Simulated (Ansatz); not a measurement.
# BeRh2: the cost of one run

Program: Ansatz 0.2.0. Level of theory: DFT PBE, scalar-relativistic, plane waves, PAW. These are calculated values, not measurements.

1 further run of the same task is left out (it didn't finish).

**1. The system as given**

It takes space group I4_1/amd (No. 141, tetragonal). Conventional cell: a = 3.809 Å, b = 3.809 Å, c = 9.575 Å, α = 90.00°, β = 90.00°, γ = 90.00°. Be (site symmetry -4m2) has 6 Rh at 1.95 to 1.98 Å as nearest neighbours. Rh (site symmetry 2mm) has 3 Be at 1.95 to 1.98 Å as nearest neighbours.

Coordinates:

```cif
data_structure
_symmetry_space_group_name_H-M 'I4_1/amd:1'
_symmetry_Int_Tables_number 141
_cell_length_a 3.8094
_cell_length_b 3.8094
_cell_length_c 9.5752
_cell_angle_alpha 90.000
_cell_angle_beta 90.000
_cell_angle_gamma 90.000
_cell_volume 138.95
loop_
_atom_site_label
_atom_site_type_symbol
_atom_site_symmetry_multiplicity
_atom_site_Wyckoff_symbol
_atom_site_fract_x
_atom_site_fract_y
_atom_site_fract_z
_atom_site_occupancy
Be1 Be 4 a 0.00000 0.00000 0.00000 1
Rh1 Rh 8 e 0.00000 0.00000 0.20660 1
```

(A quick probe on a coarse mesh, which set the mesh and smearing, is not shown.)

**3. Coarse relaxation**

File input.yaml:

```yaml
crystal:
  lattice:
    - [-1.9046789837, 1.9046789837, 4.7876131706]
    - [1.9046789837, -1.9046789837, 4.7876131706]
    - [1.9046789837, 1.9046789837, -4.7876131706]
  atoms:
    - { symbol: Be, position: [0.0, 0.0, 0.0] }
    - { symbol: Be, position: [0.75, 0.25, 0.5] }
    - { symbol: Rh, position: [0.2066, 0.2066, 0.0] }
    - { symbol: Rh, position: [0.9566, 0.4566, 0.5] }
    - { symbol: Rh, position: [0.5434, 0.0434, 0.5] }
    - { symbol: Rh, position: [0.7934, 0.7934, 0.0] }
basis:
  ecutwfc: 420
kpoints:
  mp_grid: { grid: [6, 6, 6] }
hamiltonian:
  xc: pbe
scf:
  occupations: { method: gaussian, width: 0.1 }
  lower_state_search: "off"
output:
  forces: true
  stress: true
  eigenvalues: true
relax:
  adjacent_minimum: "off"
  f_tol: 0.04
  max_steps: 70
  cell: { stress_tol: 0.4 }
```

Launch:

```sh
ansatz run input.yaml --threads 1 --pin off --max-ram 2560MiB --backend cpu --events-out ev --progress --plain --runs-dir out
```

Q: Estimate wall time and peak memory on 1 thread of Arm Neoverse V1, shared host.

About 69 s, with a peak of 0.38 GiB.
